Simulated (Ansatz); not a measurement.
**C3H12SiSn: how energies converge with the basis set**

How large a basis does C3H12SiSn need? Two functionals are run in growing sets.

Method: one geometry, several basis sets; program: Ansatz 0.2.0, Gaussian basis.

The runs, in order: PBE0-D4/def2-SVP; ωB97M-V/def2-SVP; PBE0-D4/def2-QZVPP; ωB97M-V/def2-QZVPP; the functionals' def2-TZVPP values are taken from earlier runs.

### Step 1. Structure used throughout

An earlier PBE0-D4 in a triple-zeta def2 set relaxation fixed the geometry. Sn takes the def2 core potential; no spin-orbit term is included.

SMILES `C[Si](C)(C)[SnH3]`, 17 atoms, charge 0, spin multiplicity 1.

Atoms are counted from 1 here; the program's logs count them from 0.

Bond lengths: C1–Si2 1.877 Å, C1–H6 1.093 Å, C1–H7 1.094 Å, C1–H8 1.093 Å, Si2–C3 1.877 Å, Si2–C4 1.877 Å, Si2–Sn5 2.572 Å, C3–H9 1.093 Å, C3–H10 1.093 Å, C3–H11 1.094 Å, C4–H12 1.093 Å, C4–H13 1.094 Å, C4–H14 1.093 Å, Sn5–H15 1.714 Å, Sn5–H16 1.714 Å, Sn5–H17 1.714 Å. Angles: Si2–C1–H6 111.3°, Si2–C1–H7 110.3°, Si2–C1–H8 111.3°, H6–C1–H7 107.9°, H6–C1–H8 107.9°, H7–C1–H8 107.9°, C1–Si2–C3 109.9°, C1–Si2–C4 109.9°, C1–Si2–Sn5 109.1°, C3–Si2–C4 109.9°, C3–Si2–Sn5 109.0°, C4–Si2–Sn5 109.0°, Si2–C3–H9 111.3°, Si2–C3–H10 111.3°, Si2–C3–H11 110.3°, H9–C3–H10 107.9°, H9–C3–H11 107.9°, H10–C3–H11 107.9° and more.

### Step 2. PBE0-D4 in def2-SVP

The input, in.yaml:

```yaml
crystal:
  periodic: [false, false, false]
  atoms:
    - {symbol: C, position_ang: [-0.774260, 0.339659, -1.764928]}
    - {symbol: Si, position_ang: [0.102527, -0.094757, -0.163433]}
    - {symbol: C, position_ang: [1.871416, 0.530371, -0.213577]}
    - {symbol: C, position_ang: [0.088960, -1.954529, 0.088227]}
    - {symbol: Sn, position_ang: [-1.127198, 1.026345, 1.798109]}
    - {symbol: H, position_ang: [-0.784801, 1.419369, -1.931993]}
    - {symbol: H, position_ang: [-0.266319, -0.127502, -2.614447]}
    - {symbol: H, position_ang: [-1.809453, -0.009825, -1.758708]}
    - {symbol: H, position_ang: [2.402647, 0.294241, 0.711542]}
    - {symbol: H, position_ang: [1.906278, 1.613315, -0.354397]}
    - {symbol: H, position_ang: [2.415001, 0.065469, -1.042007]}
    - {symbol: H, position_ang: [-0.931583, -2.342915, 0.126358]}
    - {symbol: H, position_ang: [0.608273, -2.452912, -0.736304]}
    - {symbol: H, position_ang: [0.589888, -2.233316, 1.018362]}
    - {symbol: H, position_ang: [-1.165587, 2.733099, 1.648439]}
    - {symbol: H, position_ang: [-2.756315, 0.509407, 1.922948]}
    - {symbol: H, position_ang: [-0.388474, 0.684083, 3.306108]}
basis:
  gaussian: {orbitals: def2-SVP}
hamiltonian: {xc: pbe0, dispersion: d4}
output: {orbitals: {seedname: orbitals}}
```

Started as:

```bash
> ansatz run in.yaml --threads 4 --pin off --events-out ev --progress --plain --max-ram 11315MiB
```

Further steps of the session: ωB97M-V in def2-SVP; PBE0-D4 in def2-QZVPP; ωB97M-V in def2-QZVPP.

Before running them: what should the planned runs give, taken together? Wanted: PBE0-D4: double and triple zeta above quadruple; ωB97M-V: double and triple zeta above quadruple.

**Answer**, as computed:

```
                                       quantity          value
PBE0-D4: double and triple zeta above quadruple  7.17, 0.51 eV
ωB97M-V: double and triple zeta above quadruple  7.50, 0.50 eV
```

In words: PBE0-D4 gains 6.66 eV from double to triple zeta, then 0.51 eV more. These are total energies; as a rule much of such shifts cancels in differences, which this series doesn't test. The LUMO of ωB97M-V is positive and keeps falling with the basis (2.43 to 1.43 eV): an unbound level that the basis holds in place.
